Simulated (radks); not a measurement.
# Ir²⁺ in [Xe] 4f14 5d7: an all-electron calculation

The task here is to estimate one member of a computed series from the others.

Program: radks (a radial shooting solver on a logarithmic mesh, Libxc functionals) version 1. Level of theory: non-relativistic Kohn-Sham, AM05, spin-unpolarised, spherical densities, point nucleus. These are calculated values, not measurements, unless marked.

## The atom as given

- element: iridium (Z = 77)
- charge: +2
- electrons: 75
- configuration: [Xe] 4f14 5d7

The outer shells:

Ir²⁺
```
[Xe] core
4f [↑↓][↑↓][↑↓][↑↓][↑↓][↑↓][↑↓]
5d [↑↓][↑↓][↑ ][↑ ][↑ ]
```

The first run:

Settings of this run:

```text
Z 77
configuration [Xe] 4f14 5d7 6s0 6p0
relativity non-relativistic
functional am05,am05
spin unpolarised
nucleus point
```

Launch:

```bash
> python run_ks.py task.json out
```

All runs below come from this command, one after another.

One of the session's tables, all rows but one given; the rest of the session is left out.

It belongs to the step «Orbitals and density». Radial moments (bohr):

| level | <r> | outermost maximum (interpolated) | 90 % within | nodes |
| --- | --- | --- | --- | --- |
| 1s | 0.01968 | 0.0131 | 0.0350 | 0 |
| 2s | 0.08297 | 0.0710 | 0.127 | 1 |
| 2p | ? | ? | ? | ? |
| 3s | 0.2100 | 0.195 | 0.306 | 2 |
| 3p | 0.2002 | 0.183 | 0.298 | 1 |
| 3d | 0.1750 | 0.144 | 0.271 | 0 |
| 4s | 0.4648 | 0.435 | 0.665 | 3 |
| 4p | 0.4700 | 0.435 | 0.681 | 2 |
| 4d | 0.4810 | 0.429 | 0.718 | 1 |
| 5s | 1.077 | 0.978 | 1.54 | 4 |
| 4f | 0.5213 | 0.389 | 0.841 | 0 |
| 5p | 1.178 | 1.04 | 1.71 | 3 |
| 5d | 1.593 | 1.28 | 2.44 | 2 |
| 6s | 2.808 | 2.49 | 4.05 | 5 |
| 6p | 3.356 | 2.94 | 4.88 | 4 |

**Question.** Estimate the row for 2p.

The run gave: <r>: 0.07013; outermost maximum (interpolated): 0.0551; 90 % within: 0.113; nodes: 0. In the column «<r>» it lies between 1s (0.01968) and 2s (0.08297).

Limits of these values: Relativity is left out here, which matters for elements this heavy. Spin polarisation and multiplet splitting are left out.
